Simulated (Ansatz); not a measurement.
# CuSnF6: relaxing cell and atoms

Aim: in CuSnF6, a database entry, slightly rescaled, relax cell and atoms, then read levels, charges and fields where it ends.

Computed, not measured: Ansatz 0.2.0, DFT, r2SCAN, with U_eff = 6.4 eV on Cu d, collinear spin, plane waves, PAW.

## 1. The structure

Cell: a = 5.507 Å, b = 5.108 Å, c = 5.266 Å, α = 120.21°, β = 92.52°, γ = 116.33°. First neighbours, in Å: F1: 1 Cu at 1.95, 1 Sn at 1.97; F2: 1 Cu at 1.95, 1 Sn at 1.97; F3: 1 Sn at 1.93, 1 Cu at 2.17; F4: 1 Sn at 1.93, 1 Cu at 2.17; Sn5: 6 F at 1.93 to 1.98; Cu6: 6 F at 1.95 to 2.17; F7: 1 Cu at 1.95, 1 Sn at 1.98; F8: 1 Cu at 1.95, 1 Sn at 1.98.

Its coordinates follow in the input file.

It starts from an earlier solution of the starting cell (checkpoint.read).

## 2. The walk to rest

Input file input.yaml:

```yaml
crystal:
  lattice:
    - [5.50657093, 0.0, 0.0]
    - [-2.2657393, 4.57834899, 0.0]
    - [-0.23155016, -3.07124166, 4.27189026]
  atoms:
    - { symbol: F, position: [0.748, 0.118, 0.871] }
    - { symbol: F, position: [0.252, 0.882, 0.129] }
    - { symbol: F, position: [0.737, 0.876, 0.266] }
    - { symbol: F, position: [0.263, 0.124, 0.734] }
    - { symbol: Sn, position: [0.5, 0.0, 0.5] }
    - { symbol: Cu, position: [0.0, 0.0, 0.0] }
    - { symbol: F, position: [0.25, 0.497, 0.364] }
    - { symbol: F, position: [0.75, 0.503, 0.636] }
kpoints:
  mp_grid: { grid: [4, 5, 4], shift: [0.5, 0.5, 0.5] }
magnetization:
  spin_polarized: true
scf:
  occupations: { method: fermi_dirac }
  lower_state_search: "off"
hamiltonian:
  pseudopotentials: { kind: paw }
  xc: r2scan
  hubbard:
    projectors: all-electron-ortho-atomic
    sites: [{ species: Cu, l: d, u_eff: 6.4 }]
basis:
  ecutwfc: 500
  fft_grid_basis: typed
relax:
  max_steps: 80
  cell: { p_target: 0.0 }
output:
  forces: true
  stress: true
  eigenvalues: true
  bader: false
  populations: true
  elf: true
  write_potential: true
  volumetric_format: npy
  dos:
    e_range: [-12, 8]
    de: 0.05
    projected: { site_lists: { Cu: [Cu], F: [F], Sn: [Sn] } }
checkpoint:
  read: saved_state
```

Launch:

```
$ ansatz run input.yaml --threads 2 --pin off --max-ram 4096MiB --backend cpu --events-out ev --progress --plain --runs-dir out
```

**Question.** What will these runs give? Wanted: moves; energy gained; largest move; cell; volume; pressure at the end; gap; least direct gap; gap on the mesh, spin up / down.

As calculated:

| quantity | value |
| --- | --- |
| moves | 10 |
| energy gained | 5.8 meV/atom |
| largest move | 0.11 Å (F1) |
| space group (0.01 Å), before / after | P-1 / P-1 |
| cell | a = 5.566 Å, b = 5.118 Å, c = 5.131 Å, α = 121.13°, β = 90.20°, γ = 118.01° |
| volume | 13.05 Å³/atom (-3.0 %) |
| pressure at the end | 0.00 GPa |
| gap (mesh) | 4.50 eV, indirect |
| least direct gap | 4.51 eV |
| gap on the mesh, spin up / down | 5.62 / 4.50 eV |
| net moment | 1.00 μB per cell |
| largest moment | 0.87 μB on Cu (sphere) |

In words: The volume shrank by 3.0 %, and the largest move of an atom is 0.11 Å apart from the change of the cell; the energy fell by 5.8 meV per atom. There is a gap of 4.50 eV, with the least direct gap at 4.51 eV; within 0.7 eV of the edges the states project mainly on F p (82 %) and Cu d (16 %) below and Cu d (83 %) above. The one magnetic atom, Cu, carries 0.87 μB, and a cell this small cannot hold opposed moments.

Keep in mind: one start, so the state may not be the lowest.
